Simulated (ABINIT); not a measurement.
Input of an ABINIT 10.8.3 (patched build) run:

run.abi

```
# Pseudopotentials
pp_dirpath "./"
pseudos "Cd.upf, S.upf"

# Structure
acell 7.4883611149 7.4883611149 10.9777818854
rprim
     1.0000000000     0.0000000000     0.0000000000
    -0.5000000000     0.8660254038     0.0000000000
     0.0000000000     0.0000000000     1.0000000000
ntypat 2
znucl 48 16
natom 3
typat 1 1 2
xcart
    -0.0000000002     2.2878486196     5.4183321347
     1.9813350247     1.1439243097     3.3619827321
    -0.0000000002     2.2878486196     2.1244505604 Angstrom

# Plane-wave basis
ecut 51.0

# k points
kptopt 1
ngkpt 6 6 4
nshiftk 1
shiftk 0.0 0.0 0.0

# Exchange and correlation
ixc -116133

# Bands and occupations
nband 28
occopt 3
tsmear 0.00183747

# SCF cycle
nstep 100
tolvrs 1.0e-10

# Output
iomode 3
prtwf 0
prtden 0
prteig 0
prtebands 0
enunit 1
```

Potentials or basis: PseudoDojo NC SR PBEsol v0.4.1 standard.

Launch:

```console
$ mpirun --bind-to none -np 4 abinit run.abi > log 2>&1
```

Q: Estimate the band gap on the k mesh.

A: 0.09 eV, indirect (least direct gap 0.47 eV).

Q: Predict the pressure.

A: -3.1 GPa.

Q: Predict the largest force.

A: 0.139 eV/Å.

Stress tensor (GPa, compression positive):
```
-2.82  0.00  0.00
 0.00 -2.82  0.00
 0.00  0.00 -3.60
```

A k mesh can miss the band edges. PBEsol gaps usually lie below the measured ones, often by a third to a half.
